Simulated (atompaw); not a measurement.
# A PAW (atompaw) potential for tungsten, from input to tests

Aim: build the potential from the settings below, then test how well it stands in for the atom: scattering, ghost states and the plane-wave cutoff that it needs.

The numbers are computed with atompaw 4.2.0.5 (PBEsol, scalar-relativistic, spin-unpolarised reference atom).

**1. The atom and the settings**

The settings as typed:

| Item | Value |
| --- | --- |
| element | tungsten (W, Z = 74) |
| type | PAW |
| frozen core | [Xe] 4f14 |
| valence charge | 6 |
| reference configuration | 5d4 6s1.5 6p0 (charge +0.5) |
| partial waves | 6s (bound): rc 2.95 bohr; 6s channel at 4.55 Ry: rc 3.00 bohr; 6p (bound, empty): rc 3.00 bohr; 6p channel at 3.65 Ry: rc 3.00 bohr; 5d (bound): rc 3.00 bohr; 5d channel at 2.25 Ry: rc 3.00 bohr |
| local potential | bessel scheme, radius 2.50 bohr |
| core correction | smooth core density matched at 2.40 bohr |
| augmentation charge | besselshape compensation charge, radius 2.40 bohr; PAW radius 3.00 bohr; waves and projectors: custom rrkj gramschmidtortho |

**2. Generation**

File W.input:

```
W 74
GGA-PBESOL scalarrelativistic loggrid 2001 logderivrange -3 5 201
6 6 5 4 0 0
6 0 1.5
6 1 0
5 2 4
0 0 0
c
c
c
c
c
v
c
c
c
c
v
c
c
v
c
2
3.00 2.40 2.50 2.40
y
4.55
n
y
3.65
n
y
2.25
n
custom rrkj gramschmidtortho besselshape
bessel
2.95
3.00
3.00
3.00
3.00
3.00
PWSCFOUT
UPFDX 0.0125d0 UPFXMIN -7.d0 UPFZMESH 74.d0
END
```

Command:

```console
$ atompaw < W.input > W.log
```

**Question.** What will these runs give? Wanted: cutoffs for 10 and 1 mRy, occupied levels; bound ghosts; largest phase difference near zero energy, channels read; lowest eigenvalue of the overlap; share of valence orbitals outside the PAW sphere; UPF file.

**Answer**, as computed:

| quantity | value |
| --- | --- |
| cutoffs for 10 and 1 mRy, occupied levels | 10 Ry and 18 Ry |
| bound ghosts | none found |
| largest phase difference near zero energy, channels read | 0.029 rad |
| lowest eigenvalue of the overlap (Bessel basis) | 0.054 (s) |
| share of valence orbitals outside the PAW sphere | 6s 46 %, 6p 78 %, 5d 13 % |
| UPF file | written |

What this shows: The potential is soft on the atom at that tolerance: the looser tolerance needs 10 Ry. The slowest occupied level is 5d: taken alone it needs 12 Ry to come within 1 mRy, against 6 Ry or less for 6s. No bound ghost shows below the valence levels. Near zero energy the phases of the channels with partial waves agree within 0.029 rad. These are tests on the free atom; a crystal test is still owed.
